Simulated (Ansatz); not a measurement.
# Zr2Ti3C5: the cost of one run

Computed with Ansatz 0.2.0 (DFT PBE, scalar-relativistic, plane waves, PAW, unless a step's input says otherwise).

1 further run of the same task is left out (it didn't finish). Runs told in other sessions of the task aren't counted.

### Step 1. The structure to begin with

It takes space group Immm (No. 71, orthorhombic). Conventional cell: a = 3.174 Å, b = 4.516 Å, c = 15.870 Å, α = 90.00°, β = 90.00°, γ = 90.00°. Zr (site symmetry mm2) is surrounded by 6 C at 2.26 to 2.34 Å. Ti (site symmetry mm2) has 6 C at 2.20 to 2.26 Å in its first shell of neighbours. Around Ti (site symmetry mmm) lie 6 C at 2.18 to 2.26 Å. C (site symmetry mm2) is surrounded by 4 Ti at 2.18 to 2.26 Å and 2 Zr at 2.28 Å. Around C (site symmetry mmm) lie 6 Ti at 2.20 to 2.26 Å. C (site symmetry mm2) has 2 Ti at 2.23 Å and 4 Zr at 2.26 to 2.34 Å in its first shell of neighbours.

Structure file:

```xyz
10
Lattice="-1.5872 2.2582 7.9350 1.5872 -2.2582 7.9350 1.5872 2.2582 -7.9350" Properties=species:S:1:pos:R:3 pbc="T T T"
Zr    0.0000    0.0000    3.1294
Zr    0.0000    0.0000   12.7406
Ti    0.0000    0.0000    6.4151
Ti    0.0000    0.0000    0.0000
Ti    0.0000    0.0000    9.4550
C     0.0000    2.2582    6.4476
C     0.0000    2.2582    0.0000
C     1.5872    0.0000    1.4874
C     0.0000    2.2582    3.0823
C     1.5872    0.0000    4.8527
```

It is the end of an earlier relaxation with the same method, from a generated guess; it needn't be the stable form of this composition. At a tolerance of 0.05 Å it has space group Immm (No. 71); it has 11.38 Å³/atom, an uncorrected energy of -0.77 eV/atom over the elements.

### Step 2. Electronic structure at the relaxed geometry

input.yaml reads:

```yaml
crystal:
  lattice:
    - [-1.587229538, 2.2582287768, 7.9350377293]
    - [1.587229538, -2.2582287768, 7.9350377293]
    - [1.587229538, 2.2582287768, -7.9350377293]
  atoms:
    - { symbol: Zr, position: [0.1971916547, 0.1971916547, 0.0] }
    - { symbol: Zr, position: [0.8028083453, 0.8028083453, 0.0] }
    - { symbol: Ti, position: [0.4042243648, 0.4042243648, 0.0] }
    - { symbol: Ti, position: [0.0, 0.0, 0.0] }
    - { symbol: Ti, position: [0.5957756352, 0.5957756352, 0.0] }
    - { symbol: C, position: [0.9062752672, 0.4062752672, 0.5] }
    - { symbol: C, position: [0.5, 0.0, 0.5] }
    - { symbol: C, position: [0.0937247328, 0.5937247328, 0.5] }
    - { symbol: C, position: [0.6942214794, 0.1942214794, 0.5] }
    - { symbol: C, position: [0.3057785206, 0.8057785206, 0.5] }
basis:
  ecutwfc: 420
kpoints:
  mp_grid: { grid: [14, 14, 14] }
  band_path:
    path:
      - [[0.0, 0.0, 0.0], [0.5, 0.5, -0.5], [0.2600028, 0.7399972, -0.2600028]]
      - [[-0.2600028, 0.2600028, 0.2600028], [0.0, 0.0, 0.0], [0.2702478, -0.2702478, 0.2702478]]
      - [[0.7297522, 0.2702478, -0.2702478], [0.5, 0.5, -0.5]]
      - [[0.0, 0.0, 0.0], [0.0, 0.5, 0.0], [0.25, 0.25, 0.25], [0.5, 0.0, 0.0], [0.0, 0.0, 0.0], [0.0, 0.0, 0.5], [0.25, 0.25, 0.25]]
    npoints: 14
hamiltonian:
  xc: pbe
scf:
  occupations: { method: gaussian, width: 0.1 }
  n_extra_bands: 25
output:
  forces: true
  stress: true
  eigenvalues: true
  populations: true
  dos: { projected: true, de: 0.02, nscf_kmesh: { grid: [17, 17, 17] } }
  bader: true
  write_density: true
  write_potential: true
  elf: true
  volumetric_format: npy
```

Command:

```console
ansatz run input.yaml --threads 4 --pin off --max-ram 8192MiB --backend cpu --events-out ev --progress --plain --runs-dir out
```

What time and memory should one allow on 4 threads of Intel Xeon at 2.50GHz (Skylake/Cascade Lake), shared host?

About 5 min, with a peak of 3.4 GiB.
